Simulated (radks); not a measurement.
# The Coulomb parameter U of the 4f shell of Pr

One table from this session's results is given with a row withheld; the runs are named, their logs left out.

Program: radks (a radial shooting solver on a logarithmic mesh, Libxc functionals) version 1. Level of theory: scalar-relativistic Kohn-Sham, PBEsol, spin-unpolarised, spherical densities, point nucleus. These are calculated values, not measurements, unless marked.

### What is computed

```
element       : praseodymium (Z = 59)
charge        : 0
electrons     : 59
configuration : [Xe] 4f1.5 6s2 6p1.5
```

The first run:

The run's settings:

```text
Z 59
configuration [Xe] 4f1.5 6s2 6p1.5
relativity scalar-relativistic
functional pbe_sol,pbe_sol
spin unpolarised
nucleus point
c 137.035999084
```

Steps of the session up to this table: Start: [Xe] 4f1.5 6s2 6p1.5.

One of the session's tables, all rows but one given; the rest of the session is left out.

It belongs to the step «Start: [Xe] 4f1.5 6s2 6p1.5». From the orbitals of this run (lengths in bohr):

```
level     <r>  outermost maximum (interpolated)  90 % within  nodes
   4s  0.6208                             0.578        0.891      3
   4p  0.6567                             0.603        0.955      2
   4d  0.7204                             0.633         1.08      1
   5s   1.456                              1.33         2.08      4
   5p   1.669                              1.48         2.42      3
   4f       ?                                 ?            ?      ?
   6s   3.830                              3.38         5.54      5
   6p   4.903                              4.23         7.18      4
```

**Question.** Estimate the row for 4f.

**Answer.** <r>: 0.9831; outermost maximum (interpolated): 0.670; 90 % within: 1.66; nodes: 0. In the column «<r>» it lies between 4d (0.7204) and 5s (1.456).
